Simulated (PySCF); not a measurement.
Molecule: SiSe2H2, in a box.

```xyz
5
Lattice="12.0000 0.0000 0.0000 0.0000 12.0000 0.0000 0.0000 0.0000 12.0000" Properties=species:S:1:pos:R:3 pbc="T T T"
Si    5.9440    6.1928    5.4152
Se    6.9964    5.8211    7.3576
Se    7.4989    4.5823    5.3360
H     4.5271    5.7841    5.3135
H     6.2323    7.4597    4.7104
```

Program: PySCF 2.14.0. Alike in all runs: task atomic charges; potentials or basis def2-svp (all-electron); no spin polarisation; cell as given; k mesh 1 × 1 × 1; smearing fixed.

Task: Order these runs on this cell by their band gap on the k mesh, lowest first.
A. level LDA
B. level TPSS+D3(OP); three-body dispersion term no
C. level r2SCAN50+D4; three-body dispersion term yes; exxdiv ewald

Result: A (1.88 eV), B (2.16 eV), C (6.07 eV).

Caveats: this is a molecule in a periodic box at the Γ point, so its band gap is the HOMO-LUMO gap; relativity is left out, which matters for the heavier elements; the basis of atomic orbitals isn't converged, which shifts pressures, moduli and gaps.

Runs at the PBE level aren't shown here.
